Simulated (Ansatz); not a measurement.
# ClF3Hf: the cost of one run

All numbers below are computed with Ansatz 0.2.0 (RKS revPBE/def2-SVP).

### Step 1. The system as given

Bond lengths: Hf1–Cl2 2.520 Å, Hf1–F3 1.980 Å, Hf1–F4 1.979 Å, Hf1–F5 1.979 Å. Angles: Cl2–Hf1–F3 109.4°, Cl2–Hf1–F4 109.5°, Cl2–Hf1–F5 109.5°, F3–Hf1–F4 109.5°, F3–Hf1–F5 109.5°, F4–Hf1–F5 109.5°.

Coordinates:

```xyz
5

Hf    0.0000    0.0000    0.0000
Cl    0.0000    0.0000    2.5200
F     1.8671    0.0000   -0.6593
F    -0.9326    1.6157   -0.6593
F    -0.9326   -1.6157   -0.6593
```

### Step 2. Preparing the start

input.yaml reads:

```yaml
crystal:
  periodic: [false, false, false]
  atoms:
    - { symbol: Hf, position_ang: [0.0, 0.0, 0.0] }
    - { symbol: Cl, position_ang: [0.0, 0.0, 2.52] }
    - { symbol: F, position_ang: [1.8671, 0.0, -0.6593] }
    - { symbol: F, position_ang: [-0.9326, 1.6157, -0.6593] }
    - { symbol: F, position_ang: [-0.9326, -1.6157, -0.6593] }
basis:
  gaussian: { orbitals: def2-SVP }
hamiltonian:
  xc: revpbe
relax:
  f_tol: 0.02
  max_steps: 40
output:
  orbitals: {}
```

Run with:

```sh
$ ansatz run input.yaml --threads 1 --pin off --max-ram 2048MiB --backend cpu --events-out ev --progress --plain --runs-dir out
```

Q: Estimate wall time and peak memory on 1 thread of AMD EPYC 7R43 (Zen 3), shared host.

About 13 s, with a peak of 0.19 GiB.
